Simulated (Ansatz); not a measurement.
# CsLi2I3: how the settings move a single-point run

Aim: see which settings change the result for CsLi2I3, by how much, and at what cost.

Program: Ansatz 0.2.0. Level of theory: reference: DFT, PBEsol, plane waves, PAW. These are calculated values, not measurements.

4 further runs of the same task are left out: 1 for a known fault of the program, 3 that didn't finish.

## (1) The system as given

It takes space group P-4m2 (No. 115, tetragonal). The conventional cell has a = 4.587 Å, b = 4.587 Å, c = 10.887 Å, α = 90.00°, β = 90.00°, γ = 90.00°. Cs (site symmetry -4m2) is surrounded by 8 I at 3.95 Å. Around Li (site symmetry 2mm) lie 4 I at 2.77 to 2.81 Å. Around I (site symmetry 2mm) lie 2 Li at 2.81 Å and 4 Cs at 3.95 Å. Around I (site symmetry -4m2) lie 4 Li at 2.77 Å.

Coordinates:

```cif
data_structure
_symmetry_space_group_name_H-M 'P-4m2'
_symmetry_Int_Tables_number 115
_cell_length_a 4.5868
_cell_length_b 4.5868
_cell_length_c 10.8874
_cell_angle_alpha 90.000
_cell_angle_beta 90.000
_cell_angle_gamma 90.000
_cell_volume 229.06
loop_
_atom_site_label
_atom_site_type_symbol
_atom_site_symmetry_multiplicity
_atom_site_Wyckoff_symbol
_atom_site_fract_x
_atom_site_fract_y
_atom_site_fract_z
_atom_site_occupancy
Cs1 Cs 1 c 0.50000 0.50000 0.50000 1
Li1 Li 2 g 0.50000 0.00000 0.14325 1
I1 I 2 e 0.00000 0.00000 0.29309 1
I2 I 1 b 0.50000 0.50000 0.00000 1
```

## (2) The reference run

Input file input.yaml:

```yaml
crystal:
  lattice:
    - [4.5868381079, 0.0, 0.0]
    - [0.0, 4.5868381079, 0.0]
    - [0.0, 0.0, 10.8874385158]
  atoms:
    - { symbol: Cs, position: [0.5, 0.5, 0.5] }
    - { symbol: Li, position: [0.5, 0.0, 0.1432526884] }
    - { symbol: Li, position: [0.0, 0.5, 0.8567473116] }
    - { symbol: I, position: [0.0, 0.0, 0.293088278] }
    - { symbol: I, position: [0.0, 0.0, 0.706911722] }
    - { symbol: I, position: [0.5, 0.5, 0.0] }
kpoints:
  mp_grid: { grid: [4, 4, 2] }
hamiltonian:
  xc: pbesol
scf:
  occupations: { method: fixed }
  n_extra_bands: 5
output:
  forces: true
  stress: true
  eigenvalues: true
```

Run with:

```bash
$ ansatz run input.yaml --threads 4 --pin off --max-ram 4608MiB --backend cpu --events-out ev --progress --plain --runs-dir out
```

## (3) Changing settings: ecutwfc 900

input.yaml, as its differences from that of step 2:

```diff
@@ -23 +23,3 @@
   eigenvalues: true
+basis:
+  ecutwfc: 900
```

## (4) Changing settings: mixing.ndim 30

input.yaml, as its differences from that of step 2:

```diff
@@ -19,2 +19,4 @@
   n_extra_bands: 5
+  mixing: { ndim: 30 }
+  max_iter: 95
 output:
```

## (5) Variant: ecutwfc 350

input.yaml, as its differences from that of step 2:

```diff
@@ -23 +23,3 @@
   eigenvalues: true
+basis:
+  ecutwfc: 350
```

## (6) Variant: xc mr2scan

input.yaml, as its differences from that of step 2:

```diff
@@ -15,3 +15,3 @@
 hamiltonian:
-  xc: pbesol
+  xc: mr2scan
 scf:
```

**Question.** What will these runs give? Wanted: for each run, ending; energy change; pressure; gap; force.

As calculated:

```csv
run,ending,energy change,pressure (GPa),gap (eV),force (eV/Å),cycles,time
reference,converged,0,-0.6,3.89,0.04,7,8 s
1: ecutwfc 900,converged,-0.8 meV/atom,-0.6,3.89,0.04,6,16 s
2: mixing.ndim 30,converged,0.0 meV/atom,-0.6,3.89,0.04,6,6.1 s
3: ecutwfc 350,converged,+1.4 meV/atom,-0.6,3.89,0.04,7,5.4 s
4: xc mr2scan,converged,not comparable,0.0,4.71,0.00,6,12 s
```

Residual by cycle in the longest SCF loop of each run; runs are numbered as in the table. The quantity is the density residual dr2, in eV.

```csv
cycle,reference,run 1,run 2,run 3,run 4
1,0.00589,0.0062,0.00589,0.00637,0.0129
2,0.00176,0.00169,6.9e-4,0.00163,0.00361
3,9.0e-5,1.2e-4,2.1e-4,1.2e-4,2.1e-4
4,2.5e-5,7.4e-6,7.3e-5,4.5e-6,1.7e-5
5,1.2e-6,6.5e-7,2.0e-6,5.8e-7,1.6e-6
6,1.5e-7,9.7e-8,8.4e-8,1.0e-7,8.8e-8
7,2.6e-8,-,-,4.2e-9,-
```

**Reading.** Of the converged runs whose energies compare with the reference's, «ecutwfc 350» moves the energy most (+1.4 meV/atom) and «mixing.ndim 30» least (0.0 meV/atom). Run 3 ran under the cutoff that the potentials recommend, as the log warns, so basis error is mixed into its values. Of the variants the dearest is «ecutwfc 900» (16 s), the cheapest «ecutwfc 350» (5.4 s), on a shared host. The gap of the reference lacks spin-orbit coupling, though the cell holds I and Cs.
